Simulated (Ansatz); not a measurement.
# C₂H₄BBr, SMILES BC(=C)Br: a single point in a Gaussian basis

Run with Ansatz's Python interface.

`c2h4bbr_energy.py`
```python
"""Single point of C2H4BBr."""

from pathlib import Path
import json

import ansatz as az


def main() -> None:
    geometry_ang = [
        ("B", (0.0697, 1.2374, 0.3022)),
        ("C", (0.1941, -0.1268, -0.38)),
        ("C", (-0.3434, -1.2231, 0.167)),
        ("Br", (1.235, -0.2393, -2.0305)),
        ("H", (0.4813, 2.2358, -0.2399)),
        ("H", (-0.5687, 1.4103, 1.3073)),
        ("H", (-0.8348, -1.1776, 1.1203)),
        ("H", (-0.141, -2.1738, -0.3021)),
    ]
    geometry = az.Crystal.molecule()
    for symbol, xyz in geometry_ang:
        geometry = geometry.atom(symbol, xyz)

    calc = geometry.calculation().basis(gaussian="6-31G*").functional(az.LibraryFunctional("BHLYP")).orbitals()
    outcome = calc.run(threads=1, backend="cpu", runs_dir="runs")
    summary = outcome.report

    print(f"E = {summary['free_energy_ev']:.6f} eV = {summary['free_energy_ev'] / 27.211386246:.7f} Ha")
    print("converged:", summary["converged"], " doubts:", summary["published_state_doubts"] or "none")

    state = summary["mean_field"]["state"]
    print(f"mean field: {state['energy']['hartree']:.7f} Ha, <S^2> = {abs(state['spin_squared']):.4f}, stability: {state.get('stability', {}).get('kind')}")

    lines = Path(summary["orbitals_path"]).read_text().splitlines()
    field_of = lambda key: [line.split("=")[1].strip() for line in lines if line.startswith(key)]
    orbitals = [(27.211386 * float(e), s, float(n)) for e, s, n in zip(field_of("Ene="), field_of("Spin="), field_of("Occup="))]
    homo = max(e for e, _, n in orbitals if n > 0.5)
    lumo = min(e for e, _, n in orbitals if n < 0.5)
    for e, spin, n in sorted(orbitals):
        if homo - 15 < e < lumo + 5:
            print(f"{spin:6s} {e:10.3f} eV  occupation {n:.0f}")
    with open("c2h4bbr.json", "w") as handle:
        json.dump({k: summary[k] for k in ("free_energy_ev", "reference_energy_ev", "n_occupied", "n_virtual")}, handle, indent=1)


if __name__ == "__main__":
    main()
```

```console
$ python c2h4bbr_energy.py
E = -72850.252329 eV = -2677.1973934 Ha
converged: True  doubts: none
mean field: -2677.1973934 Ha, <S^2> = 0.0000, stability: minimum
Alpha     -23.055 eV  occupation 2
Alpha     -18.585 eV  occupation 2
Alpha     -15.972 eV  occupation 2
Alpha     -14.602 eV  occupation 2
Alpha     -13.271 eV  occupation 2
Alpha     -11.118 eV  occupation 2
Alpha     -10.953 eV  occupation 2
Alpha     -10.795 eV  occupation 2
Alpha      -9.181 eV  occupation 2
Alpha      -8.571 eV  occupation 2
Alpha      -1.125 eV  occupation 0
Alpha       1.039 eV  occupation 0
Alpha       2.463 eV  occupation 0
```

File `c2h4bbr.json` afterwards:
```json
{
 "free_energy_ev": -72850.25232868972,
 "reference_energy_ev": -72850.25232868972,
 "n_occupied": [
  28,
  28
 ],
 "n_virtual": [
  60,
  60
 ]
}
```

Notes:
- Total energies depend on the basis set; only differences at equal settings carry meaning.
- The geometry is a force-field or estimated start, not a minimum of this method, and the basis set is short of its limit.
- Alpha marks a spatial orbital of a restricted run, filled by both spins.
- Levels such as HOMO and LUMO are orbital energies: with these approximate functionals they aren't the ionisation energy and electron affinity, and their gap isn't the fundamental gap.
- Timing: 3.7 s on 1 thread of Arm Neoverse V1, with other jobs on the host, peak memory 0.23 GiB.
